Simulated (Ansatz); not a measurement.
The system is YbH3.

```
CELL_PARAMETERS angstrom
0.00000 2.60497 2.60497
2.60497 0.00000 2.60497
2.60497 2.60497 0.00000
ATOMIC_POSITIONS crystal
Yb 0.00000 0.00000 0.00000
H 0.50000 0.50000 0.50000
H 0.25000 0.25000 0.25000
H 0.75000 0.75000 0.75000
```

The cell comes from a database or a generator and needn't be the stable form of this composition.

Base run:

- Program: Ansatz 0.2.0
- Functional: PBE
- Potentials or basis: Ansatz PAW
- Cutoff: 420 eV
- Density cutoff: 1680 eV
- k mesh: 9 × 9 × 9
- Occupations: fermi-dirac, width 0.05 eV
- Spin: collinear spin, ferromagnetic start
- Starting moments: [1.0, 0.0, 0.0, 0.0] μB
- Hubbard terms: Yb f U = 4 eV

Its results: band gap on the k mesh none (metal or under the smearing width); pressure -3.6 GPa; net moment 0.36 μB per cell; site moments Yb +0.36; H -0.01, +0.00 μB.

Q: The run is repeated on the same cell with these changes: hubbard terms from Yb f U = 4 eV to Yb f U = 2 eV. What comes out?

A: Band gap on the k mesh none (metal or under the smearing width); pressure -4.3 GPa; net moment 0.33 μB per cell; site moments Yb +0.31; H -0.00, +0.00 μB.

Caveats: the magnetic or orbital state may not be the lowest; spin-orbit coupling is left out, which moves the levels of the heavy elements.

Not every run made on this cell is shown here.
